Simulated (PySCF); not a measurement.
# A gas-phase reaction: CH4F2Si → H3Si + CHF2

Aim: the reaction energy of `FC(F)[SiH3]` → `[SiH3]` + `F[CH]F`.

Programs: PySCF 2.14.0. All values are calculated, for the isolated system unless a continuum is named. Atoms count from 0, parts from 1.

## 1. The system as given

Each species was relaxed by itself at PBE0-D3(BJ)/def2-SVPD.

## 2. Reaction energy: wB97M-D3(BJ)/def2-TZVPD

What the job is given:

```
{"job": {"kind": "react", "xc": "wB97M-D3(BJ)", "basis": "def2-TZVPD"}, "charge": 0, "multiplicity": 1}
-1 CH4F2Si charge 0 multiplicity 1
F      0.834370    -0.719340     1.563960
C      0.891520    -0.256690     0.279890
F      1.323990    -1.286990    -0.506060
Si    -0.854570     0.326120    -0.294650
H      1.670780     0.524090     0.250410
H     -1.782980    -0.833050    -0.203080
H     -0.736680     0.812500    -1.698100
H     -1.286960     1.435180     0.601460

+1 H3Si charge 0 multiplicity 2
Si    -0.066760    -0.112400     0.320250
H     -0.947630     1.066230     0.066400
H      1.375360     0.271260     0.269030
H     -0.363610    -1.222680    -0.632990

+1 CHF2 charge 0 multiplicity 2
F     -0.674960    -0.928670    -0.485500
C     -0.120460     0.040730     0.219990
F      1.174690    -0.163760     0.384370
H     -0.378810     1.051860    -0.118750
```

Level: wB97M-D3(BJ)/def2-TZVPD reaction energy of separated species, gas phase.

The run is started by

```
$ OMP_NUM_THREADS=1 python cluster_run.py task.json out
```

This one command runs all jobs of the session in turn.

**Question.** The jobs that follow are: PBE0-D3(BJ)/def2-TZVPD reaction energy of separated species, gas phase. Predict: reaction energy (wB97M-D3(BJ)/def2-TZVPD); ΔH, ΔG at 298 K (xTB thermal terms). Thermal terms come from harmonic xTB runs on each species.

The runs gave:

| quantity | value |
| --- | --- |
| reaction energy (wB97M-D3(BJ)/def2-TZVPD) | 83.11 kcal/mol |
| ΔH, ΔG at 298 K (xTB thermal terms) | +80.5, +68.8 kcal/mol |
| range of the reaction energy over the runs of this table | 77.94 to 83.11 kcal/mol |

The reaction is endothermic by 80.5 kcal/mol in the gas phase; dispersion gives +1.53, and xTB itself gave 96.09 for the electronic energy (xTB energies and thermal terms come from the earlier relaxation of each species, not shown). No barrier was sought. xTB and this level differ widely in the electronic energy, so what comes from xTB (the thermal terms above all) is less safe here. The reaction energy runs from 77.94 (PBE0-D3(BJ)/def2-TZVPD) to 83.11 kcal/mol (wB97M-D3(BJ)/def2-TZVPD).
